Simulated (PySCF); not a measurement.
**SnSiH6O (SMILES [SiH3][O][SnH3]): levels of theory compared**

Wanted: a comparison of 6 runs (HF/STO-3G, HF/3-21G, HF/def2-SVP, TPSS/def2-SVPD, r2SCAN/def2-TZVP, CCSD/3-21G) of SnSiH6O. The job is set up through a Python script.

Program for the calculation: PySCF 2.14.0.

**1. Starting point**

The species is SnSiH6O (9 atoms), meant as a singlet with charge 0. SMILES: `[SiH3][O][SnH3]`. The shape is that of a PBE0-D4/def2-TZVP optimisation.

Bond lengths: Si1–O2 1.627 Å, O2–Sn3 1.963 Å, Si1–H4 1.492 Å, Si1–H5 1.486 Å, Si1–H6 1.492 Å, Sn3–H7 1.699 Å, Sn3–H8 1.705 Å, Sn3–H9 1.705 Å. Some angles: Si1–O2–Sn3 136.6°, O2–Si1–H4 111.4°, O2–Si1–H5 109.0°, O2–Si1–H6 111.4°, O2–Sn3–H7 103.7°, O2–Sn3–H8 106.7°, O2–Sn3–H9 106.7°, H4–Si1–H5 108.8°, H4–Si1–H6 107.4°, H5–Si1–H6 108.8°.

**2. Energy and gradient at HF/STO-3G (run 1)**

Input file calc.py:

```python
from pyscf import gto

mol = gto.M(
    atom='''
Si    -0.707500     1.106300    -0.961800
O      0.549600     0.232700    -0.411000
Sn     0.837100    -1.145700     0.956400
H     -1.786000     0.228100    -1.502000
H     -0.233000     2.004100    -2.046400
H     -1.309600     1.937400     0.121200
H      2.493700    -1.499800     0.829900
H     -0.166000    -2.460900     0.544700
H      0.410100    -0.448400     2.452000
''',
    max_memory=1860,
    basis='sto-3g',
    charge=0,
    verbose=3,
)

hf = mol.RHF()
hf.conv_tol = 1e-10
hf.kernel()
if not hf.converged:
    hf = hf.newton().run(hf.mo_coeff, hf.mo_occ)

etot = hf.e_tot
print('E = %.10f Eh' % etot)
grad = hf.nuc_grad_method().kernel()
hf.analyze()
```

Started as:

```console
OMP_NUM_THREADS=1 python calc.py
```

Output:

```text
converged SCF energy = -6326.25630821254
E = -6326.2563082125 Eh
--------------- RHF gradients ---------------
         x                y                z
0 Si     0.0320811194    -0.0154651983     0.0068841379
1 O    -0.0178374460     0.0242342512    -0.0202907314
2 Sn     0.0092065502    -0.0180005470     0.0162441359
3 H    -0.0227199417    -0.0203060400    -0.0111730930
4 H     0.0106383324     0.0188895984    -0.0230098295
5 H    -0.0122307180     0.0173254689     0.0245526741
6 H     0.0239777279    -0.0028015971    -0.0042762833
7 H    -0.0159765526    -0.0173550827    -0.0090809566
8 H    -0.0071390716     0.0134791466     0.0201499460
----------------------------------------------
**** MO energy ****
MO #1   energy= -1029.90815745989  occ= 2
MO #2   energy= -153.539185414433  occ= 2
MO #3   energy= -145.368984262881  occ= 2
MO #4   energy= -145.368737283673  occ= 2
MO #5   energy= -145.368721090835  occ= 2
MO #6   energy= -67.9842957696183  occ= 2
MO #7   energy= -29.613776033762   occ= 2
MO #8   energy= -26.5964046358423  occ= 2
MO #9   energy= -26.5957058498735  occ= 2
MO #10  energy= -26.5956879464202  occ= 2
MO #11  energy= -20.0731013769152  occ= 2
MO #12  energy= -18.1984869837318  occ= 2
MO #13  energy= -18.1984456954367  occ= 2
MO #14  energy= -18.1982282138037  occ= 2
MO #15  energy= -18.1973415446841  occ= 2
MO #16  energy= -18.1973352772552  occ= 2
MO #17  energy= -5.96449706924837  occ= 2
MO #18  energy= -4.81973965950988  occ= 2
MO #19  energy= -3.9905112160238   occ= 2
MO #20  energy= -3.98969077239651  occ= 2
MO #21  energy= -3.98962894320676  occ= 2
MO #22  energy= -3.57309250910689  occ= 2
MO #23  energy= -3.57138887132454  occ= 2
MO #24  energy= -3.57136519920504  occ= 2
MO #25  energy= -1.15888554844419  occ= 2
MO #26  energy= -0.899371541983413 occ= 2
MO #27  energy= -0.898943605330074 occ= 2
MO #28  energy= -0.894786585849792 occ= 2
MO #29  energy= -0.892250223138811 occ= 2
MO #30  energy= -0.891856517165291 occ= 2
MO #31  energy= -0.65207515608731  occ= 2
MO #32  energy= -0.556536520108066 occ= 2
MO #33  energy= -0.445577692676214 occ= 2
MO #34  energy= -0.441058424823301 occ= 2
MO #35  energy= -0.412645621050263 occ= 2
MO #36  energy= -0.395070754048536 occ= 2
MO #37  energy= -0.37873018041663  occ= 2
MO #38  energy= -0.289403754606624 occ= 2
MO #39  energy= -0.288951289407322 occ= 2
MO #40  energy= 0.366896342223793  occ= 0
MO #41  energy= 0.422040279424749  occ= 0
MO #42  energy= 0.484008273670987  occ= 0
MO #43  energy= 0.487361834386574  occ= 0
MO #44  energy= 0.537823167878458  occ= 0
MO #45  energy= 0.58075515781492   occ= 0
MO #46  energy= 0.580793543182972  occ= 0
MO #47  energy= 0.665678447969008  occ= 0
 ** Mulliken atomic charges  **
charge of    0Si =      0.70335
charge of    1O =     -0.50603
charge of    2Sn =      0.79520
charge of    3H =     -0.17492
charge of    4H =     -0.16125
charge of    5H =     -0.17493
charge of    6H =     -0.15632
charge of    7H =     -0.16256
charge of    8H =     -0.16254
Dipole moment(X, Y, Z, Debye):  0.01950, -1.10753,  1.16062
```

Run time: 5.7 s. Hardware: 1 thread of Intel Xeon at 2.70GHz, shared host; peak memory 0.12 GiB.

**3. Energy and gradient at HF/3-21G (run 2)**

Input file run.py:

```python
import pyscf.grad
from pyscf import gto, scf

mol = gto.Mole()
mol.atom = '''
Si      -0.707500       1.106300      -0.961800
O        0.549600       0.232700      -0.411000
Sn       0.837100      -1.145700       0.956400
H       -1.786000       0.228100      -1.502000
H       -0.233000       2.004100      -2.046400
H       -1.309600       1.937400       0.121200
H        2.493700      -1.499800       0.829900
H       -0.166000      -2.460900       0.544700
H        0.410100      -0.448400       2.452000
'''
mol.spin = 0
mol.max_memory = 1860
mol.charge = 0
mol.verbose = 4
mol.basis = '3-21g'
mol.build()

calc0 = scf.RHF(mol)
calc0.conv_tol = 1e-10
calc0.kernel()
if not calc0.converged:
    calc0 = calc0.newton().run(calc0.mo_coeff, calc0.mo_occ)

e_final = calc0.e_tot
print(f'total energy: {e_final:.8f} hartree')
grad = calc0.Gradients().kernel()
dip = calc0.dip_moment()
pop, q = calc0.mulliken_pop()
```

Started as:

```console
OMP_NUM_THREADS=1 python run.py
```

Output:

```text
PySCF version 2.14.0

[... 61 lines left out ...]
converged SCF energy = -6361.62752176382
total energy: -6361.62752176 hartree
[... 11 lines left out ...]
Dipole moment(X, Y, Z, Debye): -0.13673, -1.44758,  1.56448
[... 36 lines left out ...]
pop of  2 Sn 4py          1.98194
pop of  2 Sn 4pz          1.98201
pop of  2 Sn 5px          0.53278
pop of  2 Sn 5py          0.42377
pop of  2 Sn 5pz          0.42552
pop of  2 Sn 6px          0.14269
pop of  2 Sn 6py          0.08648
pop of  2 Sn 6pz          0.08756
pop of  2 Sn 3dxy         1.99955
pop of  2 Sn 3dyz         1.99894
pop of  2 Sn 3dz^2        1.99954
pop of  2 Sn 3dxz         1.99976
pop of  2 Sn 3dx2-y2      1.99942
pop of  2 Sn 4dxy         1.99688
pop of  2 Sn 4dyz         1.99545
pop of  2 Sn 4dz^2        1.99722
pop of  2 Sn 4dxz         1.99826
pop of  2 Sn 4dx2-y2      1.99629
pop of  3 H 1s            0.43229
pop of  3 H 2s            0.82339
pop of  4 H 1s            0.43252
pop of  4 H 2s            0.80868
pop of  5 H 1s            0.43230
pop of  5 H 2s            0.82346
pop of  6 H 1s            0.39433
pop of  6 H 2s            0.85018
pop of  7 H 1s            0.39356
pop of  7 H 2s            0.85595
pop of  8 H 1s            0.39357
pop of  8 H 2s            0.85590
 ** Mulliken atomic charges  **
charge of    0Si =      1.20190
charge of    1O =     -1.01798
charge of    2Sn =      1.31221
charge of    3H =     -0.25568
charge of    4H =     -0.24120
charge of    5H =     -0.25576
charge of    6H =     -0.24452
charge of    7H =     -0.24951
charge of    8H =     -0.24947
```

Run time: 7.2 s. Hardware: 1 thread of Intel Xeon at 2.70GHz, shared host; peak memory 0.14 GiB.

**4. Energy and forces at HF/def2-SVP (core potential) (run 3)**

Input file run.py:

```python
# [SiH3][O][SnH3]
from pyscf import gto, scf

molecule = gto.Mole()
molecule.atom = [
    ('Si', (-0.707500, 1.106300, -0.961800)),
    ('O', (0.549600, 0.232700, -0.411000)),
    ('Sn', (0.837100, -1.145700, 0.956400)),
    ('H', (-1.786000, 0.228100, -1.502000)),
    ('H', (-0.233000, 2.004100, -2.046400)),
    ('H', (-1.309600, 1.937400, 0.121200)),
    ('H', (2.493700, -1.499800, 0.829900)),
    ('H', (-0.166000, -2.460900, 0.544700)),
    ('H', (0.410100, -0.448400, 2.452000)),
]
molecule.verbose = 3
molecule.basis = 'def2-svp'
molecule.max_memory = 1860
molecule.spin = 0
molecule.ecp = {'Sn': 'def2-svp'}
molecule.charge = 0
molecule.build()

mf = scf.RHF(molecule)
mf.conv_tol = 1e-10
mf.kernel()
if not mf.converged:
    mf = mf.newton().run(mf.mo_coeff, mf.mo_occ)

e_tot = mf.e_tot
print(f'total energy: {e_tot:.8f} hartree')
grad = mf.nuc_grad_method().kernel()
dip = mf.dip_moment()
pop, q = mf.mulliken_pop()
```

Started as:

```console
OMP_NUM_THREADS=1 python run.py
```

Output:

```text
converged SCF energy = -580.504613508379
total energy: -580.50461351 hartree
--------------- RHF gradients ---------------
         x                y                z
0 Si     0.0005891462    -0.0064609855     0.0066552937
1 O     0.0037836869     0.0005112093    -0.0016577864
2 Sn    -0.0046448857     0.0028033662    -0.0015979977
3 H    -0.0013430196    -0.0011004616    -0.0010691188
4 H     0.0024016526     0.0006201491    -0.0013568320
5 H    -0.0006426459     0.0014127673     0.0013061389
6 H    -0.0003209272     0.0012244090    -0.0011867063
7 H     0.0000883255     0.0005013912    -0.0005372963
8 H     0.0000886671     0.0004881550    -0.0005556952
----------------------------------------------
Dipole moment(X, Y, Z, Debye):  0.20205, -1.59861,  1.62414
 ** Mulliken pop  **
pop of  0 Si 1s           1.99936
pop of  0 Si 2s           1.99049
pop of  0 Si 3s           0.88877
pop of  0 Si 4s           0.09925
pop of  0 Si 2px          1.98045
pop of  0 Si 2py          1.98079
pop of  0 Si 2pz          1.98101
pop of  0 Si 3px          0.36323
pop of  0 Si 3py          0.38479
pop of  0 Si 3pz          0.39915
pop of  0 Si 4px          0.17759
pop of  0 Si 4py          0.23867
pop of  0 Si 4pz          0.27843
pop of  0 Si 3dxy         0.09112
pop of  0 Si 3dyz         0.08842
pop of  0 Si 3dz^2        0.03288
pop of  0 Si 3dxz         0.06860
pop of  0 Si 3dx2-y2      0.04599
pop of  1 O 1s            1.99093
pop of  1 O 2s            1.02948
pop of  1 O 3s            0.78781
pop of  1 O 2px           0.96198
pop of  1 O 2py           0.93889
pop of  1 O 2pz           0.94953
pop of  1 O 3px           0.73527
pop of  1 O 3py           0.73845
pop of  1 O 3pz           0.76780
pop of  1 O 3dxy          0.00146
pop of  1 O 3dyz          0.00090
pop of  1 O 3dz^2         0.00075
pop of  1 O 3dxz          0.00108
pop of  1 O 3dx2-y2       0.00130
pop of  2 Sn 4s           1.60034
pop of  2 Sn 5s           0.41345
pop of  2 Sn 6s           0.87348
pop of  2 Sn 7s           0.18177
pop of  2 Sn 4px          1.07942
pop of  2 Sn 4py          1.08332
pop of  2 Sn 4pz          1.08323
pop of  2 Sn 5px          0.92412
pop of  2 Sn 5py          0.91868
pop of  2 Sn 5pz          0.91883
pop of  2 Sn 6px          0.51570
pop of  2 Sn 6py          0.39902
pop of  2 Sn 6pz          0.40259
pop of  2 Sn 7px          0.17175
pop of  2 Sn 7py          0.10974
pop of  2 Sn 7pz          0.11015
pop of  2 Sn 4dxy         1.95652
pop of  2 Sn 4dyz         1.95736
pop of  2 Sn 4dz^2        1.95881
pop of  2 Sn 4dxz         1.95549
pop of  2 Sn 4dx2-y2      1.95575
pop of  2 Sn 5dxy         0.08806
pop of  2 Sn 5dyz         0.07654
pop of  2 Sn 5dz^2        0.09925
pop of  2 Sn 5dxz         0.06196
pop of  2 Sn 5dx2-y2      0.08068
pop of  3 H 1s            0.75460
pop of  3 H 2s            0.42853
pop of  3 H 2px           0.00530
pop of  3 H 2py           0.00345
pop of  3 H 2pz           0.00179
pop of  4 H 1s            0.75258
pop of  4 H 2s            0.41809
pop of  4 H 2px           0.00136
pop of  4 H 2py           0.00387
pop of  4 H 2pz           0.00549
pop of  5 H 1s            0.75462
pop of  5 H 2s            0.42856
pop of  5 H 2px           0.00196
pop of  5 H 2py           0.00346
pop of  5 H 2pz           0.00512
pop of  6 H 1s            0.68736
pop of  6 H 2s            0.45208
pop of  6 H 2px           0.00889
pop of  6 H 2py           0.00082
pop of  6 H 2pz           0.00056
pop of  7 H 1s            0.68612
pop of  7 H 2s            0.45931
pop of  7 H 2px           0.00353
pop of  7 H 2py           0.00548
pop of  7 H 2pz           0.00099
pop of  8 H 1s            0.68613
pop of  8 H 2s            0.45933
pop of  8 H 2px           0.00111
pop of  8 H 2py           0.00194
pop of  8 H 2pz           0.00695
 ** Mulliken atomic charges  **
charge of    0Si =      0.91101
charge of    1O =     -0.90561
charge of    2Sn =      1.02397
charge of    3H =     -0.19367
charge of    4H =     -0.18139
charge of    5H =     -0.19371
charge of    6H =     -0.14970
charge of    7H =     -0.15543
charge of    8H =     -0.15545
```

It took 8.4 s on 1 thread of Intel Xeon at 2.70GHz, shared host; peak memory 0.18 GiB.

Runs 4 to 5 aren't shown in full; the table further down has their settings and results.

**5. The energy at CCSD/3-21G (run 6)**

Input file input.py:

```python
# [SiH3][O][SnH3]
from pyscf import gto, cc

mol = gto.M(
    atom='''
Si    -1.336981     2.090604    -1.817539
O      1.038593     0.439739    -0.776677
Sn     1.581890    -2.165059     1.807334
H     -3.375051     0.431047    -2.838369
H     -0.440306     3.787200    -3.867136
H     -2.474785     3.661155     0.229035
H      4.712410    -2.834211     1.568284
H     -0.313695    -4.650427     1.029334
H      0.774977    -0.847353     4.633608
''',
    max_memory=1860,
    spin=0,
    basis='3-21g',
    verbose=4,
    unit='bohr',
)

mf = mol.RHF()
mf.conv_tol = 1e-10
mf.kernel()
if not mf.converged:
    mf = mf.newton().run(mf.mo_coeff, mf.mo_occ)

mycc = cc.CCSD(mf, frozen=24)
mycc.kernel()
energy = mycc.e_tot
print('Final energy', energy)
mf.analyze()
```

Started as:

```console
OMP_NUM_THREADS=1 python input.py
```

Output:

```text
PySCF version 2.14.0

[... 91 lines left out ...]
Total Energy =                       -6361.627521785138015
[... 8 lines left out ...]
MO #2   energy= -156.24516296293   occ= 2
[... 6 lines left out ...]
MO #9   energy= -26.9285862801183  occ= 2
[... 6 lines left out ...]
MO #16  energy= -19.0945561472123  occ= 2
[... 6 lines left out ...]
MO #23  energy= -3.95015537436341  occ= 2
[... 6 lines left out ...]
MO #30  energy= -1.26148500573542  occ= 2
[... 6 lines left out ...]
MO #37  energy= -0.461188774904003 occ= 2
[... 6 lines left out ...]
MO #44  energy= 0.225638610628808  occ= 0
[... 6 lines left out ...]
MO #51  energy= 0.441518438209743  occ= 0
[... 6 lines left out ...]
MO #58  energy= 1.34450994259865   occ= 0
[... 6 lines left out ...]
MO #65  energy= 3.09213390389747   occ= 0
[... 38 lines left out ...]
pop of  2 Sn 4pz          1.99951
pop of  2 Sn 5px          0.78282
pop of  2 Sn 5py          0.59596
pop of  2 Sn 5pz          0.59855
pop of  2 Sn 6px          0.01784
pop of  2 Sn 6py          0.01560
pop of  2 Sn 6pz          0.01648
pop of  2 Sn 3dxy         1.99996
pop of  2 Sn 3dyz         1.99989
pop of  2 Sn 3dz^2        1.99996
pop of  2 Sn 3dxz         1.99998
pop of  2 Sn 3dx2-y2      1.99995
pop of  2 Sn 4dxy         1.99924
pop of  2 Sn 4dyz         1.99852
pop of  2 Sn 4dz^2        1.99929
pop of  2 Sn 4dxz         1.99959
pop of  2 Sn 4dx2-y2      1.99902
pop of  3 H 1s            1.15242
pop of  3 H 2s            0.00304
pop of  4 H 1s            1.13099
pop of  4 H 2s            0.00208
pop of  5 H 1s            1.15245
pop of  5 H 2s            0.00304
pop of  6 H 1s            1.13918
pop of  6 H 2s            0.00121
pop of  7 H 1s            1.15212
pop of  7 H 2s            0.00214
pop of  8 H 1s            1.15209
pop of  8 H 2s            0.00213
 ** Mulliken atomic charges  **
charge of    0Si =      0.79429
charge of    1O =     -0.84242
charge of    2Sn =      0.94104
charge of    3H =     -0.15546
charge of    4H =     -0.13307
charge of    5H =     -0.15550
charge of    6H =     -0.14039
charge of    7H =     -0.15426
charge of    8H =     -0.15422
Dipole moment(X, Y, Z, Debye): -0.13673, -1.44758,  1.56448
```

It took 3.6 s on 1 thread of Intel Xeon at 2.70GHz, shared host; peak memory 0.17 GiB.

**6. All runs side by side**

| run | level | core potential | integration grid | energy (Eh) | dipole moment (D) of the reference | HOMO energy (eV) | LUMO energy (eV) | wall time |
| --- | --- | --- | --- | --- | --- | --- | --- | --- |
| 1 | HF/STO-3G | – | – | -6326.256308 | 1.60 | -7.86 | 9.98 | 5.7 s |
| 2 | HF/3-21G | – | – | -6361.627522 | 2.14 | -11.41 | 2.87 | 7.2 s |
| 3 | HF/def2-SVP (core potential) | def2-svp | – | -580.504614 | 2.29 | -11.75 | 2.54 | 8.4 s |
| 4 | TPSS/def2-SVPD (core potential) | def2-svp | 5 | -582.445222 | 1.97 | -7.00 | -1.35 | 93 s |
| 5 | r2SCAN/def2-TZVP (core potential) | def2-svp | 5 | -582.705399 | 2.05 | -7.16 | -1.19 | 2.3 min |
| 6 | CCSD/3-21G | – | – | -6361.889743 | 2.14 | -11.41 | 2.87 | 3.6 s |

**7. Outcome**

```
                                           quantity           value
                                run 6: total energy  -6361.88974 Eh
        run 6: dipole moment (Hartree–Fock density)          2.14 D
         run 6: HOMO energy (Hartree–Fock orbitals)       -11.41 eV
         run 6: LUMO energy (Hartree–Fock orbitals)         2.87 eV
       run 6: HOMO–LUMO gap (Hartree–Fock orbitals)        14.28 eV
run 6: correlation energy (24 core orbitals frozen)      -262.2 mEh
                               run 6: T1 diagnostic           0.011
```

**Reading.** Over runs 1, 2, 3, 4, 5 the dipole moment (its size) runs from 1.60 D (HF/STO-3G) to 2.29 D (HF/def2-SVP). The two ends differ in basis and core potential. Over runs 1, 2, 3, 4, 5 the HOMO–LUMO gap runs from 5.65 eV (TPSS/def2-SVPD) to 17.85 eV (HF/STO-3G). The two ends differ in method and basis and core potential. Totals of different functionals can't be ranked against each other. Some runs of one species differ in core potentials or relativity; totals across that change don't compare. In run 1 the basis is minimal, so the values are rough. In runs 1, 2, 6 relativity is left out where basis or elements ask for it. All runs together took 4.3 min, the longest 2.3 min.
